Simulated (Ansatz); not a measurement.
# C₆H₁₄GeO₂Si: small, medium and large basis sets

How large a basis does C₆H₁₄GeO₂Si need? Two functionals are run in growing sets.

Method: one geometry, several basis sets; program: Ansatz 0.2.0, Gaussian basis.

Plan: PBE0-D4/def2-SVP; ωB97M-V/def2-SVP; PBE0-D4/def2-QZVPP; ωB97M-V/def2-QZVPP; the functionals' def2-TZVPP values are taken from earlier runs.

**1. The relaxed structure**

An earlier PBE0-D4 in a triple-zeta def2 set relaxation fixed the geometry.

SMILES `C[O][GeH2][C]#C[Si](C)(C)OC`, 24 atoms, charge 0, spin multiplicity 1.

Atoms are counted from 1 here; the program's logs count them from 0.

Bond lengths: C1–O2 1.408 Å, C1–H11 1.098 Å, C1–H12 1.097 Å, C1–H13 1.092 Å, O2–Ge3 1.775 Å, Ge3–C4 1.903 Å, Ge3–H14 1.528 Å, Ge3–H15 1.538 Å, C4–C5 1.215 Å, C5–Si6 1.844 Å, Si6–C7 1.853 Å, Si6–C8 1.861 Å, Si6–O9 1.644 Å, C7–H16 1.093 Å, C7–H17 1.093 Å, C7–H18 1.092 Å, C8–H19 1.093 Å, C8–H20 1.093 Å and more. Angles: O2–C1–H11 112.1°, O2–C1–H12 111.9°, O2–C1–H13 107.9°, H11–C1–H12 108.3°, H11–C1–H13 108.2°, H12–C1–H13 108.3°, C1–O2–Ge3 118.2°, O2–Ge3–C4 108.4°, O2–Ge3–H14 105.3°, O2–Ge3–H15 109.5°, C4–Ge3–H14 111.3°, C4–Ge3–H15 108.7°, H14–Ge3–H15 113.5°, Ge3–C4–C5 178.5°, C4–C5–Si6 178.6°, C5–Si6–C7 110.0°, C5–Si6–C8 107.5°, C5–Si6–O9 108.0° and more.

**2. PBE0-D4 in def2-SVP**

The input, in.yaml:

```yaml
crystal:
  periodic: [false, false, false]
  atoms:
    - {symbol: C, position_ang: [-2.555409, -2.573984, -1.372302]}
    - {symbol: O, position_ang: [-1.876410, -2.313639, -2.577536]}
    - {symbol: Ge, position_ang: [-0.103907, -2.229190, -2.539483]}
    - {symbol: C, position_ang: [0.405761, -0.907950, -1.268999]}
    - {symbol: C, position_ang: [0.706381, -0.072527, -0.439826]}
    - {symbol: Si, position_ang: [1.118176, 1.203680, 0.825280]}
    - {symbol: C, position_ang: [2.910011, 1.087295, 1.281777]}
    - {symbol: C, position_ang: [0.657360, 2.861659, 0.116164]}
    - {symbol: O, position_ang: [0.261496, 0.864427, 2.186516]}
    - {symbol: C, position_ang: [-1.134032, 0.691675, 2.217114]}
    - {symbol: H, position_ang: [-2.279818, -3.547121, -0.944151]}
    - {symbol: H, position_ang: [-2.363933, -1.800058, -0.618212]}
    - {symbol: H, position_ang: [-3.626444, -2.587504, -1.586602]}
    - {symbol: H, position_ang: [0.312286, -1.829166, -3.954519]}
    - {symbol: H, position_ang: [0.465648, -3.586670, -2.093114]}
    - {symbol: H, position_ang: [3.544521, 1.271229, 0.411559]}
    - {symbol: H, position_ang: [3.156921, 1.825270, 2.049076]}
    - {symbol: H, position_ang: [3.142740, 0.094842, 1.672638]}
    - {symbol: H, position_ang: [1.227519, 3.059515, -0.795162]}
    - {symbol: H, position_ang: [-0.403220, 2.902280, -0.143052]}
    - {symbol: H, position_ang: [0.867472, 3.660908, 0.831725]}
    - {symbol: H, position_ang: [-1.456200, -0.086956, 1.516219]}
    - {symbol: H, position_ang: [-1.661745, 1.620645, 1.971792]}
    - {symbol: H, position_ang: [-1.420173, 0.390743, 3.226500]}
basis:
  gaussian: {orbitals: def2-SVP}
hamiltonian: {xc: pbe0, dispersion: d4}
output: {orbitals: {seedname: orbitals}}
```

The runs that follow: ωB97M-V in def2-SVP; PBE0-D4 in def2-QZVPP; ωB97M-V in def2-QZVPP.

Q: Predict the results of all the runs planned. Wanted: PBE0-D4: double and triple zeta above quadruple; ωB97M-V: double and triple zeta above quadruple.

**Answer**, as computed:

| quantity | value |
| --- | --- |
| PBE0-D4: double and triple zeta above quadruple | 24.25, 2.09 eV |
| ωB97M-V: double and triple zeta above quadruple | 24.66, 2.01 eV |

In words: For PBE0-D4 the step from double to triple zeta gains 22.16 eV and the next only 2.09 eV. Total energies overstate the basis error of differences, where much of it tends to cancel.
